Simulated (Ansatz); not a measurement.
# MnO: the cost of one run

Program: Ansatz 0.2.0. Level of theory: DFT PBEsol, scalar-relativistic, plane waves, PAW. These are calculated values, not measurements.

### 1 The structure to begin with

The structure is hexagonal, space group P6_3mc (No. 186). The conventional cell has a = 3.359 Å, b = 3.359 Å, c = 5.263 Å, α = 90.00°, β = 90.00°, γ = 120.00°. Around Mn (site symmetry 3m) lie 4 O at 2.03 to 2.05 Å. Around O (site symmetry 3m) lie 4 Mn at 2.03 to 2.05 Å.

Coordinates:

```
CELL_PARAMETERS angstrom
3.35854 0.00000 0.00000
-1.67927 2.90858 0.00000
0.00000 0.00000 5.26280
ATOMIC_POSITIONS crystal
Mn 0.33333 0.66667 0.99884
Mn 0.66667 0.33333 0.49884
O 0.33333 0.66667 0.38759
O 0.66667 0.33333 0.88759
```

### 2 Volume x 0.97, shape and atoms relaxed

File input.yaml:

```yaml
crystal:
  lattice:
    - [3.3585424445, 0.0, 0.0]
    - [-1.6792712222, 2.9085830766, 0.0]
    - [0.0, 0.0, 5.2628000941]
  atoms:
    - { symbol: Mn, position: [0.3333333333, 0.6666666667, -0.0011595942], spin: 4.32 }
    - { symbol: Mn, position: [0.6666666667, 0.3333333333, 0.4988404058], spin: 4.32 }
    - { symbol: O, position: [0.3333333333, 0.6666666667, 0.3875895942], spin: 0.25 }
    - { symbol: O, position: [0.6666666667, 0.3333333333, 0.8875895942], spin: 0.25 }
basis:
  ecutwfc: 420
kpoints:
  mp_grid: { grid: [12, 12, 8] }
hamiltonian:
  xc: pbesol
scf:
  occupations: { method: gaussian, width: 0.1 }
output:
  forces: true
  stress: true
  eigenvalues: true
  populations: true
magnetization:
  spin_polarized: true
relax:
  adjacent_minimum: "off"
  f_tol: 0.01
  max_steps: 30
  cell: { stress_tol: 0.1, fix: [volume] }
```

Command:

```console
$ ansatz run input.yaml --threads 1 --pin off --max-ram 2560MiB --backend cpu --events-out ev --progress --plain --runs-dir out
```

Q: Estimate wall time and peak memory on 1 thread of Arm Neoverse V1, shared host.

About 3.9 min, with a peak of 0.54 GiB.
